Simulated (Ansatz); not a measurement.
**C₃H₃F₂InO₂: a ladder of functionals and wavefunction methods**

One table from this session's results is given with a row withheld; the runs are named, their logs left out.

The runs use Ansatz 0.2.0, Gaussian basis; functionals in def2-TZVPP, the program's frozen cores in correlated methods.

The runs, in order: LDA (SPW92), PBE-D4, revPBE-D4, BLYP-D4, r2SCAN-D4, B97M-V, PBE0-D4, B3LYP-D4, r2SCANh-D4, r2SCAN0-D4, HSE06-D4, BHLYP-D4, CAM-B3LYP-D4, LC-ωPBE, ωB97X-V, ωB97M-V, B2PLYP, PBE-QIDH; CCSD(T)/def2-SVP; MP2/def2-TZVPP; MP2/def2-QZVPP; RPA on PBE.

## The geometry

The geometry comes from an earlier relaxation with PBE0-D4 in a triple-zeta def2 set; it is a stationary point, not always the lowest conformer. In takes the def2 core potential; no spin-orbit term is included.

SMILES `[F][In-]1([F])[O]C=CC=[O+]1`, 11 atoms, charge 0, spin multiplicity 1.

Atoms are counted from 1 here; the program's logs count them from 0.

Bond lengths: F1–In2 1.932 Å, In2–F3 1.932 Å, In2–O4 2.098 Å, In2–O8 2.098 Å, O4–C5 1.266 Å, C5–C6 1.391 Å, C5–H9 1.096 Å, C6–C7 1.391 Å, C6–H10 1.082 Å, C7–O8 1.266 Å, C7–H11 1.096 Å. Angles: F1–In2–F3 121.2°, F1–In2–O4 110.2°, F1–In2–O8 110.2°, F3–In2–O4 110.3°, F3–In2–O8 110.3°, O4–In2–O8 90.3°, In2–O4–C5 123.5°, O4–C5–C6 128.4°, O4–C5–H9 114.7°, C6–C5–H9 116.9°, C5–C6–C7 125.9°, C5–C6–H10 117.0°, C7–C6–H10 117.0°, C6–C7–O8 128.4°, C6–C7–H11 116.9°, O8–C7–H11 114.7°, In2–O8–C7 123.5°.

Set-up of the first run:

in.yaml

```yaml
crystal:
  periodic: [false, false, false]
  atoms:
    - {symbol: F, position_ang: [-0.946562, -2.144617, 2.348669]}
    - {symbol: In, position_ang: [0.461569, -1.202864, 1.419884]}
    - {symbol: F, position_ang: [2.316956, -1.449972, 1.897962]}
    - {symbol: O, position_ang: [0.008133, 0.842343, 1.298773]}
    - {symbol: C, position_ang: [-0.271943, 1.432763, 0.214603]}
    - {symbol: C, position_ang: [-0.338138, 0.898367, -1.067904]}
    - {symbol: C, position_ang: [-0.100680, -0.428212, -1.412271]}
    - {symbol: O, position_ang: [0.213864, -1.392728, -0.655151]}
    - {symbol: H, position_ang: [-0.487137, 2.502529, 0.318677]}
    - {symbol: H, position_ang: [-0.597320, 1.575869, -1.870179]}
    - {symbol: H, position_ang: [-0.193343, -0.690377, -2.472565]}
basis:
  gaussian: {orbitals: def2-TZVPP}
hamiltonian: {xc: lda}
output: {orbitals: {seedname: orbitals}}
```

Run with:

```
> ansatz run in.yaml --threads 4 --pin off --events-out ev --progress --plain --max-ram 11315MiB
```

Among the steps run: LDA; PBE-D4 (GGA); revPBE-D4 (GGA); BLYP-D4 (GGA); r2SCAN-D4 (meta-GGA); B97M-V (meta-GGA); PBE0-D4 (hybrid); B3LYP-D4 (hybrid); r2SCANh-D4 (hybrid); r2SCAN0-D4 (hybrid); HSE06-D4 (hybrid); BHLYP-D4 (hybrid); CAM-B3LYP-D4 (range-separated); LC-ωPBE (range-separated); ωB97X-V (range-separated); ωB97M-V (range-separated); B2PLYP (double hybrid); PBE-QIDH (double hybrid).

One of the session's tables, all rows but one given; the rest of the session is left out.

It belongs to the step «Orbital energies across the functionals». 

| functional | HOMO (eV) | LUMO (eV) | gap (eV) |
| --- | --- | --- | --- |
| LDA (SPW92) | -7.32 | -3.90 | 3.41 |
| PBE-D4 | -7.06 | -3.60 | 3.45 |
| revPBE-D4 | -6.96 | -3.49 | 3.47 |
| BLYP-D4 | -6.91 | -3.47 | 3.44 |
| r2SCAN-D4 | -7.29 | -3.49 | 3.80 |
| B97M-V | -7.26 | -3.38 | 3.89 |
| PBE0-D4 | -8.16 | -2.72 | 5.44 |
| B3LYP-D4 | -7.96 | -2.94 | 5.02 |
| r2SCANh-D4 | -7.71 | -3.16 | 4.55 |
| r2SCAN0-D4 | -8.34 | -2.66 | 5.68 |
| HSE06-D4 | ? | ? | ? |
| BHLYP-D4 | -9.16 | -1.69 | 7.47 |
| CAM-B3LYP-D4 | -9.43 | -1.63 | 7.80 |
| LC-ωPBE | -10.66 | -0.52 | 10.15 |
| ωB97X-V | -10.33 | -0.52 | 9.81 |
| ωB97M-V | -10.26 | -0.58 | 9.68 |

**Question.** Estimate the row for HSE06-D4.

The run gave: HOMO (eV): -7.77; LUMO (eV): -3.10; gap (eV): 4.66. In the column «HOMO (eV)» it lies between B3LYP-D4 (-7.96) and r2SCANh-D4 (-7.71).
